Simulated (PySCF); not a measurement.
# C5H11FO: magnetic properties

Wanted: magnetic properties for C5H11FO (`CO[C@H](F)C(C)C`).

Computed with PySCF 2.14.0 and routines of our own; the level stands in each step. Atoms count from 0.

## Step 1: The starting structure

18 atoms, charge 0, multiplicity 1; geometry from: GFN2-xTB.

## Step 2: Magnetic properties: GIAO B97-2/pcSseg-1

What the job is given:

```
{"job": {"kind": "mag", "xc": "B97-2", "basis": "pcSseg-1", "isotopologues": 2}, "charge": 0, "multiplicity": 1}
C      2.719793     0.114802    -0.490472
O      1.353001     0.426151    -0.684992
C      0.476864    -0.460260    -0.114154
F      0.582318    -1.690058    -0.761290
C     -0.954747     0.061878    -0.250261
C     -1.950595    -0.972207     0.266369
C     -1.089806     1.383053     0.500626
H      3.282335     0.902161    -0.985974
H      2.969286    -0.852898    -0.934031
H      2.965392     0.097538     0.577479
H      0.734166    -0.682568     0.939587
H     -1.124555     0.233909    -1.317397
H     -1.841608    -1.910988    -0.270434
H     -1.788961    -1.158936     1.326471
H     -2.965867    -0.608838     0.129399
H     -2.087732     1.789594     0.358956
H     -0.362816     2.101317     0.132730
H     -0.925227     1.232666     1.565733
```

Level: GIAO B97-2/pcSseg-1 magnetisability, rotational g tensor and spin-rotation constants, non-relativistic, gas phase.

On the command line:

```sh
> OMP_NUM_THREADS=1 python excited_run.py task.json out
```

This one command runs all jobs of the session in turn.

Standard output:

```text
coarse grid: 14424 points
cycle   1  E = -371.8946783364  dE =  6.397e-01  |g| = 7.643e-01  |ddm| = 3.450e+00
cycle   2  E = -371.8082728681  dE =  8.641e-02  |g| = 1.062e+00  |ddm| = 1.252e+00
cycle   3  E = -372.0008513144  dE = -1.926e-01  |g| = 7.852e-02  |ddm| = 7.620e-01
cycle   4  E = -372.0018923245  dE = -1.041e-03  |g| = 3.498e-02  |ddm| = 7.605e-02
cycle   5  E = -372.0021595112  dE = -2.672e-04  |g| = 6.786e-03  |ddm| = 3.021e-02
cycle   6  E = -372.0021665054  dE = -6.994e-06  |g| = 3.175e-03  |ddm| = 7.114e-03
cycle   7  E = -372.0021682960  dE = -1.791e-06  |g| = 5.215e-04  |ddm| = 2.449e-03
final grid: 137944 points
cycle   8  E = -372.0551743486  dE = -7.477e-05  |g| = 8.884e-03  |ddm| = 2.976e-02
cycle   9  E = -372.0551578469  dE =  1.650e-05  |g| = 1.351e-02  |ddm| = 1.293e-02
cycle  10  E = -372.0551858151  dE = -2.797e-05  |g| = 7.536e-04  |ddm| = 8.884e-03
cycle  11  E = -372.0551859256  dE = -1.106e-07  |g| = 2.629e-04  |ddm| = 9.062e-04
cycle  12  E = -372.0551859395  dE = -1.391e-08  |g| = 5.561e-05  |ddm| = 2.365e-04
cycle  13  E = -372.0551859401  dE = -5.485e-10  |g| = 1.713e-05  |ddm| = 4.747e-05
converged SCF energy = -372.0551859401

Magnetisability tensor (1e-30 J/T^2)
    -1243.33       10.38        1.42
       10.38    -1214.72      -26.49
        1.42      -26.49    -1168.16
isotropic -1208.74   principal values   -1248.14  -1222.00  -1156.07
isotropic susceptibility -72.792 1e-6 cm^3/mol

Inertial axes            a          b          c
rot. const./GHz      4.0738     1.8710     1.3773
chi total           -74.721    -73.598    -70.056
chi diamagnetic    -394.871   -775.316   -998.863
chi paramagnetic    320.150    701.717    928.807
quadrupole/D A        6.701     -6.315     -0.386
g nuclear            0.6022     0.6177     0.5971
g electronic        -0.6127    -0.6168    -0.6010
g total             -0.0105     0.0009    -0.0039

Spin-rotation constants (kHz, H = +C I.J)
atom  isotope        aa         bb         cc
  3    19F        4.064      1.367      0.878
  7     1H       -0.221     -0.060     -0.093
  8     1H       -0.347      0.068     -0.136
  9     1H       -0.417     -0.195      0.059
 10     1H       -0.347     -0.227      0.098
 11     1H       -0.437     -0.223      0.057
 12     1H       -0.403      0.024     -0.139
 13     1H       -0.447     -0.223      0.029
 14     1H        0.003     -0.197     -0.134
 15     1H       -0.023     -0.188     -0.133
 16     1H       -0.169     -0.097     -0.134
 17     1H       -0.477     -0.212      0.028
  0    13C*       0.615      0.454      0.286
  1    17O*      -0.656     -0.163     -0.142
  2    13C*       1.198      0.540      0.432
  4    13C*       0.678      0.339      0.238
  5    13C*       0.598      0.259      0.206
  6    13C*       0.619      0.239      0.211
* in the singly substituted isotopologue

Isotopologues: g along a, b, c
2H    at 7,8,9,10,11,12    -0.0088     0.0008    -0.0032
13C   at 0                 -0.0105     0.0009    -0.0038
```

It took 26 s on 1 thread of Intel Xeon Platinum 8488C, shared host; peak memory 0.79 GiB.

Key values:

```csv
quantity,value
magnetisability,-1209·10⁻³⁰ J/T²
molar susceptibility,-72.8·10⁻⁶ cm³/mol
"rotational g (a, b, c)","-0.0105, 0.0009, -0.0039"
```

## Step 3: Magnetic properties: GIAO BP86/pcSseg-0

The job, as its differences from that of step 2:

```diff
@@ -1,2 +1,2 @@
-{"job": {"kind": "mag", "xc": "B97-2", "basis": "pcSseg-1", "isotopologues": 2}, "charge": 0, "multiplicity": 1}
+{"job": {"kind": "mag", "xc": "BP86", "basis": "pcSseg-0", "scf": {"conv": 1e-15, "max_cycle": 76}}, "charge": 0, "multiplicity": 1}
 C      2.719793     0.114802    -0.490472
```

With the program's defaults for keys left out, this is: GIAO BP86/pcSseg-0 magnetisability, rotational g tensor and spin-rotation constants, non-relativistic, gas phase.

Standard output:

```text
final grid: 137944 points
cycle   1  E = -371.2649983133  dE =  4.890e-01  |g| = 7.576e-01  |ddm| = 3.905e+00
cycle   2  E = -371.0524309313  dE =  2.126e-01  |g| = 1.321e+00  |ddm| = 2.443e+00
cycle   3  E = -371.3782038246  dE = -3.258e-01  |g| = 1.327e-01  |ddm| = 1.564e+00
cycle   4  E = -371.3816718624  dE = -3.468e-03  |g| = 4.457e-02  |ddm| = 1.791e-01
cycle   5  E = -371.3819931979  dE = -3.213e-04  |g| = 1.652e-02  |ddm| = 5.490e-02
cycle   6  E = -371.3820454151  dE = -5.222e-05  |g| = 3.368e-03  |ddm| = 2.142e-02
cycle   7  E = -371.3820476805  dE = -2.265e-06  |g| = 1.085e-03  |ddm| = 5.123e-03
cycle   8  E = -371.3820478867  dE = -2.063e-07  |g| = 7.788e-05  |ddm| = 1.630e-03
cycle   9  E = -371.3820478883  dE = -1.605e-09  |g| = 2.399e-05  |ddm| = 1.490e-04
cycle  10  E = -371.3820478884  dE = -1.179e-10  |g| = 1.236e-05  |ddm| = 4.173e-05
cycle  11  E = -371.3820478885  dE = -3.593e-11  |g| = 1.504e-06  |ddm| = 1.666e-05
cycle  12  E = -371.3820478885  dE = -1.592e-12  |g| = 3.754e-07  |ddm| = 2.988e-06
cycle  13  E = -371.3820478885  dE = -6.821e-13  |g| = 1.833e-07  |ddm| = 5.897e-07
cycle  14  E = -371.3820478885  dE = -1.592e-12  |g| = 6.477e-08  |ddm| = 2.514e-07
cycle  15  E = -371.3820478885  dE =  3.638e-12  |g| = 3.352e-08  |ddm| = 9.384e-08
cycle  16  E = -371.3820478885  dE =  1.364e-12  |g| = 1.785e-08  |ddm| = 3.328e-08
cycle  17  E = -371.3820478885  dE =  2.274e-13  |g| = 2.382e-08  |ddm| = 2.247e-08
cycle  18  E = -371.3820478885  dE = -3.297e-12  |g| = 9.880e-09  |ddm| = 1.572e-08
cycle  19  E = -371.3820478885  dE =  2.728e-12  |g| = 4.139e-09  |ddm| = 7.560e-09
cycle  20  E = -371.3820478885  dE = -3.638e-12  |g| = 4.610e-09  |ddm| = 2.557e-09
cycle  21  E = -371.3820478885  dE =  3.183e-12  |g| = 4.683e-09  |ddm| = 4.674e-09
cycle  22  E = -371.3820478885  dE = -1.137e-13  |g| = 6.702e-09  |ddm| = 6.880e-09
cycle  23  E = -371.3820478885  dE =  7.958e-13  |g| = 1.478e-08  |ddm| = 1.682e-08
cycle  24  E = -371.3820478885  dE =  2.728e-12  |g| = 1.020e-08  |ddm| = 1.066e-08
cycle  25  E = -371.3820478885  dE = -1.364e-12  |g| = 7.016e-09  |ddm| = 5.568e-09
cycle  26  E = -371.3820478885  dE = -1.705e-12  |g| = 3.729e-09  |ddm| = 7.034e-09
cycle  27  E = -371.3820478885  dE =  0.000e+00  |g| = 4.137e-09  |ddm| = 2.659e-09
converged SCF energy = -371.3820478885

Magnetisability tensor (1e-30 J/T^2)
    -1271.68       12.83        4.70
       12.83    -1243.47      -28.85
        4.70      -28.85    -1199.96
isotropic -1238.37   principal values   -1280.02  -1249.53  -1185.56
isotropic susceptibility -74.576 1e-6 cm^3/mol

Inertial axes            a          b          c
rot. const./GHz      4.0738     1.8710     1.3773
chi total           -76.530    -75.371    -71.829
chi diamagnetic    -395.855   -775.747   -999.482
chi paramagnetic    319.325    700.376    927.653
quadrupole/D A        7.220     -6.734     -0.486
g nuclear            0.6022     0.6177     0.5971
g electronic        -0.6111    -0.6156    -0.6002
g total             -0.0089     0.0021    -0.0031

Spin-rotation constants (kHz, H = +C I.J)
atom  isotope        aa         bb         cc
  3    19F        3.637      1.598      0.776
  7     1H       -0.262     -0.072     -0.104
  8     1H       -0.390      0.052     -0.150
  9     1H       -0.467     -0.215      0.049
 10     1H       -0.375     -0.247      0.088
 11     1H       -0.478     -0.243      0.048
 12     1H       -0.446      0.009     -0.151
 13     1H       -0.497     -0.244      0.024
 14     1H       -0.029     -0.216     -0.147
 15     1H       -0.052     -0.208     -0.145
 16     1H       -0.204     -0.116     -0.146
 17     1H       -0.526     -0.235      0.022
  0    13C*       0.590      0.457      0.280
  1    17O*      -0.674     -0.154     -0.129
  2    13C*       1.236      0.551      0.453
  4    13C*       0.636      0.331      0.240
  5    13C*       0.569      0.248      0.202
  6    13C*       0.596      0.226      0.206
* in the singly substituted isotopologue
```

Run time: 22 s. Hardware: 1 thread of Intel Xeon Platinum 8488C, shared host; peak memory 0.56 GiB.

Despite a needlessly tight threshold, the SCF converged in 27 cycles.

In short:

```csv
quantity,value
magnetisability,-1238·10⁻³⁰ J/T²
molar susceptibility,-74.6·10⁻⁶ cm³/mol
"rotational g (a, b, c)","-0.0089, 0.0021, -0.0031"
```

## Step 4: The levels compared

```csv
level,ξ (10⁻³⁰ J/T²),g(a),g(b),gap (eV),functions,time
GIAO B97-2/pcSseg-1,-1209,-0.0105,0.0009,9.61,174,26 s
GIAO BP86/pcSseg-0,-1238,-0.0089,0.0021,7.98,85,22 s
```

## Step 5: Results

```
                                            quantity                      value
       magnetisability (step 2, GIAO B97-2/pcSseg-1)           -1209·10⁻³⁰ J/T²
  molar susceptibility (step 2, GIAO B97-2/pcSseg-1)         -72.8·10⁻⁶ cm³/mol
rotational g (a, b, c) (step 2, GIAO B97-2/pcSseg-1)   -0.0105, 0.0009, -0.0039
                     magnetisability over the levels  -1238 to -1209·10⁻³⁰ J/T²
```

**Reading.** The magnetisability spreads by 2.4 % over 2 levels of like cost. Two levels can agree by chance, so this spread shows no convergence. Vibrational averaging and real surroundings are missing from these values.
